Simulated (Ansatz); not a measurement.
Below is the output of a Python script on Ansatz 0.2.0 through its Python package that makes a single point in a Gaussian basis of C₃H₈SeSi, SMILES C=CC[SiH2][SeH]. Write a script that gives it. Level of theory: B3LYP, cc-pVDZ basis, multiplicity 1.

```xyz
13

C    -1.0829    1.4562    0.4236
C    -1.2789    0.2188   -0.0408
C    -0.4601   -0.9454    0.4361
Si    1.1809   -1.0306   -0.4662
Se    2.5397    0.6983    0.1438
H    -0.3126    1.6616    1.1605
H    -1.7020    2.2736    0.0687
H    -2.0751    0.0431   -0.7581
H    -1.0123   -1.8843    0.2228
H    -0.2881   -0.8838    1.5318
H     1.8443   -2.2960   -0.1196
H     0.9500   -0.9910   -1.9179
H     1.6969    1.6795   -0.6846
```

```console
$ python c3h8sesi.py
reference energy    -76469.587832 eV
total energy        -76469.587832 eV
occupied orbitals outside the frozen core (up, down): [37, 37]  frozen: 0  virtual: [90, 90]
forces (eV/A)
  C    -0.3168    0.0214   -0.2478
  C     0.2133    0.2236    0.6713
  C    -0.8136   -0.3404    0.0994
  Si   -0.0503   -0.1430    0.0206
  Se   -0.1156    0.9274   -0.5231
  H     0.1090    0.1525    0.2016
  H    -0.0785    0.3226   -0.0206
  H    -0.1161   -0.1412   -0.3370
  H     0.2062    0.0306    0.1700
  H     0.0366   -0.0985   -0.3163
  H     0.4009   -0.3410    0.1494
  H    -0.0672    0.0186   -0.4620
  H     0.5921   -0.6328    0.5945
   atom  mulliken  lowdin
0     C     0.021  -0.009
1     C    -0.106  -0.065
2     C    -0.072  -0.077
3    Si     0.305   0.059
4    Se    -0.175   0.130
5     H     0.014  -0.001
6     H     0.010   0.008
7     H    -0.015   0.019
8     H     0.031   0.031
9     H     0.045   0.034
10    H    -0.063  -0.061
11    H    -0.058  -0.063
12    H     0.064  -0.004
dipole (e A): [-0.2648 -0.1016 -0.0386]
HOMO -6.509 eV, LUMO -0.200 eV, gap 6.309 eV
```

The script that was run (others could print the same):

`c3h8sesi.py`:
```python
"""Single point of C3H8SeSi."""

from pathlib import Path
import json
import warnings

import ansatz as az
import numpy as np
import pandas as pd

GEOMETRY = """
C    -1.08290    1.45620    0.42360
C    -1.27890    0.21880   -0.04080
C    -0.46010   -0.94540    0.43610
Si    1.18090   -1.03060   -0.46620
Se    2.53970    0.69830    0.14380
H    -0.31260    1.66160    1.16050
H    -1.70200    2.27360    0.06870
H    -2.07510    0.04310   -0.75810
H    -1.01230   -1.88430    0.22280
H    -0.28810   -0.88380    1.53180
H     1.84430   -2.29600   -0.11960
H     0.95000   -0.99100   -1.91790
H     1.69690    1.67950   -0.68460
"""

warnings.simplefilter("ignore", az.DeckWarning)

geometry = az.Crystal.molecule()
for line in GEOMETRY.strip().splitlines():
    symbol, *xyz = line.split()
    geometry = geometry.atom(symbol, [float(v) for v in xyz])

base = (
    geometry.calculation()
    .basis(gaussian="cc-pVDZ")
    .functional("b3lyp")
    .forces()
    .orbitals()
)
res = base.run(threads=1, pin="off", runs_dir="out")
report = res.report

print("reference energy %16.6f eV" % report["reference_energy_ev"])
print("total energy     %16.6f eV" % report["free_energy_ev"])
print("occupied orbitals outside the frozen core (up, down):", report["n_occupied"], " frozen:", report["n_frozen"], " virtual:", report["n_virtual"])

symbols = [site.symbol for site in geometry.cartesian_sites]
print("forces (eV/A)")
for symbol, f in zip(symbols, report["forces_ev_ang"]):
    print(f"  {symbol:2s} {f[0]:9.4f} {f[1]:9.4f} {f[2]:9.4f}")

charges = report["charge_distribution"]
table = pd.DataFrame({"atom": symbols, "mulliken": charges["mulliken_charges_e"], "lowdin": charges["lowdin_charges_e"]})
print(table.round(3).to_string())
print("dipole (e A):", np.round(charges["dipole_moment_e_ang"], 4) + 0.0)

lines = Path(report["orbitals_path"]).read_text().splitlines()
field_of = lambda key: [line.split("=")[1].strip() for line in lines if line.startswith(key)]
orbitals = [(27.211386 * float(e), s, float(n)) for e, s, n in zip(field_of("Ene="), field_of("Spin="), field_of("Occup="))]
homo = max(e for e, _, n in orbitals if n > 0.5)
lumo = min(e for e, _, n in orbitals if n < 0.5)
print(f"HOMO {homo:.3f} eV, LUMO {lumo:.3f} eV, gap {lumo - homo:.3f} eV")
with open("c3h8sesi.json", "w") as handle:
    json.dump({k: report[k] for k in ("free_energy_ev", "reference_energy_ev", "n_occupied", "n_virtual")}, handle, indent=1)
```

Caveats:
- Total energies depend on the basis set; only differences at equal settings carry meaning.
- The geometry is a force-field or estimated start, not a minimum of this method, and the basis set is short of its limit.
- The Löwdin charges here are taken after orthogonalising the functions within each atom; they differ from plain Löwdin charges, and their signs can be unphysical.
- b3lyp holds the VWN-RPA fit, as in Gaussian; the form of ORCA and Turbomole is b3lyp5.
- Levels such as HOMO and LUMO are orbital energies: with these approximate functionals they aren't the ionisation energy and electron affinity, and their gap isn't the fundamental gap.
- Run time: 16 s on 1 thread of Intel(R) Xeon(R) Processor @ 2.70GHz, with other jobs on the host, peak memory 0.43 GiB.

(A comment or docstring line of the script was reworded after the run, the code is as it ran; lines on the test bed's own set-up are left out of the output.)
